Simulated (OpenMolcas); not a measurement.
# SeH⁺ in OpenMolcas, from active space to Ω levels

Aim: the low electronic states of SeH⁺, first without spin–orbit coupling and then as Ω levels, at one distance and along the bond.

Program: OpenMolcas 26.06. Level of theory: SA-CASSCF(4,4), XMS-CASPT2, RASSI; ANO-RCC-VTZP. These are calculated values, not measurements.

### 1 Set-up

C2 symmetry about the axis (a holds Σ, Δ, Γ; b holds Π, Φ, H; Σ⁺ and Σ⁻ are not told apart); roots by multiplicity and irrep: 3a 1, 1a 3, 3b 2, 1b 2.

Active shells: Se 4p, H 1s.

File m.inp:

```
&GATEWAY
Coord
2
angstrom
Se 0.0 0.0 0.0
H 0.0 0.0 1.4930
Basis=ANO-RCC-VTZP
Group=XY
RX2C
AMFI
ANGMom
0.0 0.0 0.0
RICD
&SEWARD
&GUESSORB
&RASSCF
FileOrb=$CurrDir/o31.orb
Symmetry=1
Spin=3
nActEl=4 0 0
Inactive=9 6
RAS2=2 2
CIRoot=1 1 1
Linear
Iterations=120 100
OrbListing=Nothing
PRWF=0.15
>>COPY $Project.RasOrb $CurrDir/o31.orb
>>COPY $Project.rasscf.h5 $CurrDir/r31.h5
&CASPT2
XMultistate=all
Imaginary=0.2
IPEA=0.25
MaxIter=40
>>COPY $Project.JobMix JOB001
&RASSCF
FileOrb=$CurrDir/o11.orb
Symmetry=1
Spin=1
nActEl=4 0 0
Inactive=9 6
RAS2=2 2
CIRoot=3 3 1
Linear
Iterations=120 100
OrbListing=Nothing
PRWF=0.15
>>COPY $Project.RasOrb $CurrDir/o11.orb
>>COPY $Project.rasscf.h5 $CurrDir/r11.h5
&CASPT2
XMultistate=all
Imaginary=0.2
IPEA=0.25
MaxIter=40
>>COPY $Project.JobMix JOB002
&RASSCF
FileOrb=$CurrDir/o32.orb
Symmetry=2
Spin=3
nActEl=4 0 0
Inactive=9 6
RAS2=2 2
CIRoot=2 2 1
Linear
Iterations=120 100
OrbListing=Nothing
PRWF=0.15
>>COPY $Project.RasOrb $CurrDir/o32.orb
>>COPY $Project.rasscf.h5 $CurrDir/r32.h5
&CASPT2
XMultistate=all
Imaginary=0.2
IPEA=0.25
MaxIter=40
>>COPY $Project.JobMix JOB003
&RASSCF
FileOrb=$CurrDir/o12.orb
Symmetry=2
Spin=1
nActEl=4 0 0
Inactive=9 6
RAS2=2 2
CIRoot=2 2 1
Linear
Iterations=120 100
OrbListing=Nothing
PRWF=0.15
>>COPY $Project.RasOrb $CurrDir/o12.orb
>>COPY $Project.rasscf.h5 $CurrDir/r12.h5
&CASPT2
XMultistate=all
Imaginary=0.2
IPEA=0.25
MaxIter=40
>>COPY $Project.JobMix JOB004
&RASSI
Nr of JobIphs=4 1 3 2 2
1
1 2 3
1 2
1 2
SpinOrbit
EJob
Omega
MEES
MESO
Properties=4
'AngMom' 3 'Mltpl  1' 1 'Mltpl  1' 2 'Mltpl  1' 3
Thrs=1.0d-4
>>COPY $Project.rassi.h5 $CurrDir/so.h5
```

Each module block was a call of its own in one work directory; start orbitals came from a preliminary run.

Command:

```bash
$ pymolcas m.inp
```

### 2 The spin-free blocks

Output, in excerpt, cut to the lines that bear on the results:

```text
[...]
      Number of active orbitals                  4
[...]
      Spin quantum number                      1.0
[...]
      Active orbitals                            2   2
[...]
      printout of CI-coefficients larger than  0.15 for root  1
      energy=   -2428.367564
      conf/sym  11 22     Coeff  Weight
             3  02 uu   0.99010 0.98030
      Natural orbitals and occupation numbers for root  1
      sym 1:   0.034554   1.965446
      sym 2:   1.000000   1.000000
      RASSCF energy for state  1                  -2428.36756373
::    RASSCF root number  1 Total energy:  -2428.36756373
[...]
      Number of CSFs                             7
[...]
      E2 (Variational):          -0.0923669396
[...]
      Natural orbitals and occupation numbers for root  1
      sym 1:   0.031285   1.968715
      sym 2:   1.000000   1.000000
      Natural orbitals and occupation numbers for root  2
      sym 1:   0.031285   1.968715
[...]
::    RASSCF root number  1 Total energy:  -2428.31265257
[...]
      Natural orbitals and occupation numbers for root  1
      sym 1:   0.006830   1.002284
      sym 2:   1.000000   1.990886
      Natural orbitals and occupation numbers for root  2
      sym 1:   0.006830   1.002284
      sym 2:   1.990886   1.000000
      RASSCF energy for state  2                  -2428.19992695
::    RASSCF root number  1 Total energy:  -2428.19992695
[...]
::    XMS-CASPT2 Root  2     Total energy:  -2428.31191283
[...]
      Natural orbitals and occupation numbers for root  1
      sym 1:   1.005707   0.014705
      sym 2:   1.000000   1.979588
      Natural orbitals and occupation numbers for root  2
      sym 1:   1.005707   0.014705
      sym 2:   1.979588   1.000000
      RASSCF energy for state  2                  -2428.15942525
::    RASSCF root number  1 Total energy:  -2428.15942525
::    RASSCF root number  2 Total energy:  -2428.15942525
[...]
      E2 (Variational):          -0.1156200380
      Total energy:           -2428.2750452902
      Reference weight:           0.94690
[...]
::    XMS-CASPT2 Root  1     Total energy:  -2428.27504530
[...]
```

Spin-free states (degenerate pairs once); dipoles are positive if H is the positive end, about the centre of mass.

```json
{"state": "(1)3Σ", "CASSCF root of the same rank (eV)": "0.00", "XMS-CASPT2 (eV)": "0.000", "μ of the rotated CASSCF state (D)": "1.16"}
{"state": "(1)1Δ", "CASSCF root of the same rank (eV)": "1.49", "XMS-CASPT2 (eV)": "1.173", "μ of the rotated CASSCF state (D)": "1.15"}
{"state": "(1)1Σ", "CASSCF root of the same rank (eV)": "2.85", "XMS-CASPT2 (eV)": "2.360", "μ of the rotated CASSCF state (D)": "1.16"}
{"state": "(1)3Π", "CASSCF root of the same rank (eV)": "4.56", "XMS-CASPT2 (eV)": "4.028", "μ of the rotated CASSCF state (D)": "1.78"}
{"state": "(1)1Π", "CASSCF root of the same rank (eV)": "5.66", "XMS-CASPT2 (eV)": "5.031", "μ of the rotated CASSCF state (D)": "1.81"}
```

State-averaged natural occupations by block (full and empty orbitals left out): 3a: 0.04 1.97 1.00 1.00; 1a: 0.03 1.97 1.00 1.00; 3b: 0.01 1.00 1.50 1.50; 1b: 1.01 0.01 1.49 1.49. Reference weights run from 0.947 to 0.964.

### 3 Spin–orbit coupling by RASSI

RASSI output, in excerpt, cut to the lines that bear on the results:

```text
[...]
   Eigenvalues of complex Hamiltonian:
  (Shifted by EMIN (a.u.) =      -2428.4599306695)
 SO State       Relative EMIN(au)   Rel lowest level(eV)    D:o, cm**(-1)      Omega
     1            -0.0009874294        0.0000000000              0.0000         0.0
     2            -0.0001351642        0.0231913167            187.0506         1.0
     3            -0.0001351642        0.0231913166            187.0506         1.0
     4             0.0429127159        1.1945838099           9634.9682         2.0
     5             0.0429127461        1.1945846301           9634.9748         2.0
     6             0.0872091408        2.3999509362          19356.9097         0.0
     7             0.1439855732        3.9449163679          31817.8963         2.0
     8             0.1439855732        3.9449163696          31817.8963         2.0
     9             0.1476393210        4.0443399107          32619.8012         1.0
    10             0.1476393293        4.0443401380          32619.8031         1.0
    11             0.1522607018        4.1700940895          33634.0771         0.0
    12             0.1527847238        4.1843534535          33749.0866         0.0
    13             0.1853990449        5.0718343426          40907.1027         1.0
    14             0.1853990510        5.0718345100          40907.1041         1.0
[...]
```

Run time: 15 s. Hardware: 1 thread of Arm Neoverse V1, shared host; peak memory 0.27 GiB.

Levels:

```tsv
Ω	energy (cm⁻¹)	parentage	f from lowest
0	0	99% (1)3Σ	0
1	187	100% (1)3Σ	0
2	9635	100% (1)1Δ	0
0	19357	98% (1)1Σ	0
2	31818	100% (1)3Π	0
1	32620	99% (1)3Π	0.016
0	33634	100% (1)3Π	0
0	33749	99% (1)3Π	0
1	40907	99% (1)1Π	0.00014
```

### 4 Along the bond: spin-free states

The same input was run at the other distances; those logs are left out. Energies in eV from the lowest point of the curves kept. Curves are followed by energy order within each symmetry, so they can change character at crossings; Σ⁺ and Σ⁻ are counted together.

```tsv
R (Å)	(1)3Σ	(1)1Δ	(1)1Σ	(1)3Π	(1)1Π
1.493	0.000	1.173	2.360	4.028	5.031
1.568	0.049	1.235	2.416	3.933	4.841
1.642	0.171	1.361	2.547	3.900	4.717
1.747	0.416	1.625	2.808	3.915	4.611
1.881	0.794	2.010	3.211	3.994	4.563
2.090	1.392	2.659	3.861	4.167	4.568
2.389	2.091	3.447	4.667	4.399	4.616
2.837	2.677	4.215	4.957	4.608	4.672
3.434	2.928	4.636	4.833	4.725	4.722
4.479	3.004	4.770	4.831	4.775	4.757
```

### 5 Along the bond: spin–orbit levels

Energies in eV from the lowest point of the curves kept. Curves are followed by energy order within each symmetry, so they can change character at crossings; levels whose Ω could not be read are left out of the count.

```tsv
R (Å)	(1)Ω=0	(1)Ω=1	(1)Ω=2	(2)Ω=0	(2)Ω=2	(2)Ω=1	(3)Ω=0	(4)Ω=0	(3)Ω=1
1.493	0.000	0.023	1.195	2.400	3.945	4.044	4.170	4.184	5.072
1.568	0.049	0.072	1.257	2.454	3.851	3.948	4.074	4.090	4.883
1.642	0.171	0.194	1.382	2.583	3.819	3.914	4.040	4.057	4.761
1.747	0.417	0.440	1.646	2.841	3.836	3.927	4.053	4.073	4.656
1.881	0.796	0.818	2.032	3.237	3.918	4.004	4.129	4.155	4.610
2.090	1.395	1.416	2.681	3.857	4.100	4.174	4.293	4.349	4.617
2.389	2.097	2.116	3.469	4.416	4.353	4.405	4.504	4.802	4.665
2.837	2.703	2.703	4.240	4.671	4.600	4.621	4.672	4.984	4.714
3.434	2.955	2.955	4.661	4.763	4.742	4.740	4.763	4.860	4.761
4.479	3.031	3.031	4.794	4.805	4.801	4.783	4.805	4.858	4.802
```

All 13 distances took 3.4 min on 1 thread of Arm Neoverse V1, shared host; 3 of them failed the checks on weights, roots and symmetry and are left out.

### 6 Outcome

| quantity | value |
| --- | --- |
| lowest spin-free state | (1)3Σ |
| next spin-free state | (1)1Δ, 1.173 eV |
| lowest level | Ω = 0, 99 % (1)3Σ |
| next level | Ω = 1, 187 cm⁻¹ |
| lowering by spin–orbit coupling | 217 cm⁻¹ |

**Reading.** At 1.493 Å the lowest computed level has Ω = 0 and is 99 % (1)3Σ. The levels that stem mainly from (1)3Σ spread over 187 cm⁻¹. Only the spin multiplicities and numbers of roots in the input were computed, so the list of states is not complete and the lowest one found need not be the ground state; labels number the states computed.
